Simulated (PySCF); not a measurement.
# SeCl: changing the method

Aim: see what other levels and later steps give for SeCl.

Method: each script names its method and basis; program: PySCF 2.14.0.

8 further runs of the same task are left out: 8 that didn't finish.

### 1 The starting structure

SeCl: 2 atoms, charge 0, spin multiplicity 2.

Bond lengths: Se1–Cl2 1.877 Å.

### 2 The base run

The input, input.py:

```python
from pyscf import gto, scf, mp

mol = gto.M(
    atom='Se 0 0 0; Cl 0 0 1.877',
    basis='6-31g',
    charge=0,
    spin=1,
    verbose=3,
)
mf = scf.UHF(mol)
mf.kernel()
mp.MP2(mf, frozen=14).kernel()
mf.dip_moment()
print('orbital energies (hartree):', [e[max(0, n-3):n+3].round(4) for e, n in zip(mf.mo_energy, mol.nelec)])
```

Run with:

```console
$ OMP_NUM_THREADS=1 python input.py
```

### 3 Olyp (UKS)

Run 1 changes functional: none (Hartree–Fock) → olyp; SCF type: UHF → UKS; step after the SCF: mp2 → analyze.

The input, input.py:

```python
from pyscf import gto, dft

mol = gto.M(
    atom='Se 0 0 0; Cl 0 0 1.877',
    basis='6-31g',
    charge=0,
    spin=1,
    verbose=3,
)
mf = dft.UKS(mol, xc='olyp')
mf.kernel()
mf.analyze()
print('orbital energies (hartree):', [e[max(0, n-3):n+3].round(4) for e, n in zip(mf.mo_energy, mol.nelec)])
```

### 4 Frozen orbitals 25

Run 2 changes frozen orbitals: 14 → 25.

Edit input.py of step 2 so:

```diff
@@ -11,3 +11,3 @@
 mf.kernel()
-mp.MP2(mf, frozen=14).kernel()
+mp.MP2(mf, frozen=25).kernel()
 mf.dip_moment()
```

Q: Predict the outcome of this session. Wanted: for each run, E(SCF); from base; gap, α spin; SCF dipole; after the SCF.

The runs gave:

```csv
run,E(SCF) (hartree),from base (eV),"gap, α spin (eV)",SCF dipole (D),after the SCF
base,-2858.852904,0,12.60,0.76,"MP2 correlation -5.578 eV, core frozen"
olyp (UKS),-2861.951821,not comparable,3.99,0.00,n/a
frozen orbitals 25,-2858.852904,not comparable,12.60,0.76,n/a
```

What this shows: A lower total energy from another functional means nothing by itself. Rows marked «poor choice» come from settings spoiled on purpose.
